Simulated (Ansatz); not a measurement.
# CH₄FISi: one species, many methods

The task here is to estimate one member of a computed series from the others.

The runs use Ansatz 0.2.0, Gaussian basis; functionals in def2-TZVPP, the program's frozen cores in correlated methods.

The runs, in order: LDA (SPW92), PBE-D4, revPBE-D4, BLYP-D4, r2SCAN-D4, B97M-V, PBE0-D4, B3LYP-D4, r2SCANh-D4, r2SCAN0-D4, HSE06-D4, BHLYP-D4, CAM-B3LYP-D4, LC-ωPBE, ωB97X-V, ωB97M-V, B2PLYP, PBE-QIDH; CCSD(T)/def2-SVP; CCSD(T)/def2-TZVPP; MP2/def2-QZVPP; extrapolation to the limit; RPA on PBE.

### Structure used throughout

An earlier PBE0-D4 in a triple-zeta def2 set relaxation fixed the geometry. I takes the def2 core potential; no spin-orbit term is included.

SMILES `C[SiH](F)I`, 8 atoms, charge 0, spin multiplicity 1.

Atoms are counted from 1 here; the program's logs count them from 0.

Bond lengths: C1–Si2 1.847 Å, C1–H5 1.092 Å, C1–H6 1.092 Å, C1–H7 1.094 Å, Si2–F3 1.596 Å, Si2–I4 2.435 Å, Si2–H8 1.479 Å. Angles: Si2–C1–H5 110.3°, Si2–C1–H6 110.7°, Si2–C1–H7 109.9°, H5–C1–H6 108.5°, H5–C1–H7 108.7°, H6–C1–H7 108.8°, C1–Si2–F3 109.4°, C1–Si2–I4 110.6°, C1–Si2–H8 113.8°, F3–Si2–I4 107.9°, F3–Si2–H8 107.4°, I4–Si2–H8 107.6°.

The first run:

Contents of in.yaml:

```yaml
crystal:
  periodic: [false, false, false]
  atoms:
    - {symbol: C, position_ang: [-0.168433, 0.993156, 0.186438]}
    - {symbol: Si, position_ang: [0.334538, -0.741250, -0.199031]}
    - {symbol: F, position_ang: [1.273854, -1.291777, 0.968115]}
    - {symbol: I, position_ang: [-1.619225, -2.188759, -0.333322]}
    - {symbol: H, position_ang: [-0.802586, 1.388923, -0.609857]}
    - {symbol: H, position_ang: [-0.725450, 1.033834, 1.124409]}
    - {symbol: H, position_ang: [0.718144, 1.627012, 0.275619]}
    - {symbol: H, position_ang: [1.081359, -0.878239, -1.468170]}
basis:
  gaussian: {orbitals: def2-TZVPP}
hamiltonian: {xc: lda}
output: {orbitals: {seedname: orbitals}}
```

Among the steps run: LDA; PBE-D4 (GGA); revPBE-D4 (GGA); BLYP-D4 (GGA); r2SCAN-D4 (meta-GGA); B97M-V (meta-GGA); PBE0-D4 (hybrid); B3LYP-D4 (hybrid); r2SCANh-D4 (hybrid); r2SCAN0-D4 (hybrid); HSE06-D4 (hybrid); BHLYP-D4 (hybrid); CAM-B3LYP-D4 (range-separated); LC-ωPBE (range-separated); ωB97X-V (range-separated); ωB97M-V (range-separated); B2PLYP (double hybrid); PBE-QIDH (double hybrid).

One of the session's tables, all rows but one given; the rest of the session is left out.

It belongs to the step «Orbital energies across the functionals». 

```
  functional  HOMO (eV)  gap (eV)
 LDA (SPW92)      -6.75      5.49
      PBE-D4      -6.60      5.58
   revPBE-D4      -6.55      5.62
     BLYP-D4      -6.43      5.50
   r2SCAN-D4      -6.91      6.23
      B97M-V      -6.92      6.20
     PBE0-D4      -7.75      7.59
    B3LYP-D4      -7.50      7.11
  r2SCANh-D4      -7.32      6.94
  r2SCAN0-D4      -7.95      8.00
    HSE06-D4      -7.36      6.83
    BHLYP-D4      -8.73      9.49
CAM-B3LYP-D4      -9.00      9.86
     LC-ωPBE     -10.35     12.37
     ωB97X-V     -10.01     11.93
     ωB97M-V          ?         ?
```

Estimate the missing values for ωB97M-V.

**Answer.** HOMO (eV): -9.88; gap (eV): 11.56. In the column «HOMO (eV)» it lies between ωB97X-V (-10.01) and CAM-B3LYP-D4 (-9.00).
